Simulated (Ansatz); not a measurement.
Crystal: NbSi.

```xyz
2
Lattice="3.1564 0.0000 0.0000 0.0000 3.1564 0.0000 0.0000 0.0000 3.1564" Properties=species:S:1:pos:R:3 pbc="T T T"
Nb    0.0000    0.0000    0.0000
Si    1.5782    1.5782    1.5782
```

The cell was built by a generator and needn't be a form met in nature.

| Property | Result |
| --- | --- |
| Program | Ansatz 0.2.0 |
| Task | single point |
| Functional | PBE |
| Potentials or basis | all-electron LAPW, scalar-relativistic |
| Cutoff | 197 eV (chosen from the basis error) |
| Basis error allowed | 0.001 eV/atom |
| k mesh | 8 × 8 × 8 |
| Occupations | fermi-dirac, width 0.05 eV |
| Spin | no spin polarisation |

On this cell: pressure -0.1 GPa; largest force zero by symmetry; band gap on the k mesh none (metal or under the smearing width).

The same run follows on a disturbed copy (atoms moved at random, drawn with an rms of 0.05 Å):

```
CELL_PARAMETERS angstrom
3.15644 0.00000 0.00000
0.00000 3.15644 0.00000
0.00000 0.00000 3.15644
ATOMIC_POSITIONS crystal
Nb 0.99188 0.99589 0.98416
Si 0.49287 0.51324 0.48712
```

What changes?

The energy (extrapolated to zero smearing) moves by +4.1 meV/atom; pressure 0.1 GPa; largest force 0.295 eV/Å; band gap on the k mesh none (metal or under the smearing width).

Forces in eV/Å, atoms in the order of the input:
```
Nb   0.017  0.290  0.050
Si  -0.017 -0.290 -0.050
```

Stress tensor (GPa, compression positive):
```
 0.31  0.02  0.00
 0.02 -0.32  0.07
 0.00  0.07  0.29
```
